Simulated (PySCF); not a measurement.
# C3H6BrF (BrCH2CH2CH2F): the cost of one run

Computed with PySCF 2.14.0, with density-fitted response routines of our own, on a single molecule in the gas phase. Atoms are numbered from 0 throughout.

**1. The molecule as given**

11 atoms, charge 0, multiplicity 1; geometry from: MMFF94s. The atoms were then displaced at random by about 0.03 Å, so the start is not that level's minimum.

Bonds of the start (Å): F0–C1 1.41, C1–C2 1.49, C2–C3 1.67, C3–Br4 1.89, C1–H5 1.12, C1–H6 1.05, C2–H7 1.08, C2–H8 1.02, C3–H9 1.08, C3–H10 1.12.

**2. Relaxing the molecule at PBE0-D3(BJ)/def2-SVP**

What the job is given:

```
{"job": {"xc": "PBE0", "basis": "def2-SVP", "d3": "d3bj", "grid": 1, "shake": 0.03, "kind": "geom"}, "charge": 0, "multiplicity": 1}
F     -1.127680    -0.372200     1.603050
C     -1.317100     0.129870     0.302660
C     -0.160560    -0.342950    -0.510250
C      1.287480     0.213150     0.096980
Br     2.692510    -0.394310    -1.004880
H     -1.376570     1.249830     0.320230
H     -2.200130    -0.264480    -0.104710
H     -0.029290    -1.415920    -0.487330
H     -0.212630    -0.006870    -1.471360
H      1.202440     1.292330     0.139730
H      1.339580    -0.173950     1.146770
```

On the command line:

```console
OMP_NUM_THREADS=1 python probes_run.py task.json out
```

One launch serves the whole session: the jobs run in the order shown.

Q: Estimate the wall time and peak memory of this first job on 1 thread of Arm Neoverse N1, shared host.

About 78 s, with a peak of 0.5 GiB.
